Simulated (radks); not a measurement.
# Taking charge from the 5p level of Ho⁺ in fractions

One table from this session's results is given with a row withheld; the runs are named, their logs left out.

Program: radks (a radial shooting solver on a logarithmic mesh, Libxc functionals) version 1. Level of theory: scalar-relativistic Kohn-Sham, PBE, spin-unpolarised, spherical densities, point nucleus. These are calculated values, not measurements, unless marked.

## The atom as given

| Item | Value |
| --- | --- |
| element | holmium (Z = 67) |
| charge | +1 |
| electrons | 66 |
| configuration | [Xe] 4f11 6s1 |

The outer shells:

Ho⁺
```
[Xe] core
4f [↑↓][↑↓][↑↓][↑↓][↑ ][↑ ][↑ ]
6s [↑ ]
```

The first run:

Settings of this run:

```text
Z 67
configuration [Xe] 4f11 6s1
relativity scalar-relativistic
functional pbe,pbe
spin unpolarised
nucleus point
c 137.035999084
```

Steps of the session up to this table: Start: [Xe] 4f11 6s1.

One table of the session follows, with a row left open; its other results are not shown here.

It belongs to the step «Start: [Xe] 4f11 6s1». From the orbitals of this run (lengths in bohr):

| level | <r> | outermost maximum (interpolated) | 90 % within | nodes |
| --- | --- | --- | --- | --- |
| 3d | 0.2079 | 0.170 | 0.323 | 0 |
| 4s | 0.5188 | 0.484 | 0.745 | 3 |
| 4p | 0.5501 | 0.505 | 0.800 | 2 |
| 4d | ? | ? | ? | ? |
| 5s | 1.277 | 1.14 | 1.85 | 4 |
| 5p | 1.518 | 1.30 | 2.24 | 3 |
| 4f | 0.8498 | 0.524 | 1.49 | 0 |
| 6s | 3.672 | 3.19 | 5.36 | 5 |

Estimate the missing values for 4d.

**Answer.** <r>: 0.5965; outermost maximum (interpolated): 0.523; 90 % within: 0.897; nodes: 1. In the column «<r>» it lies between 4p (0.5501) and 4f (0.8498).
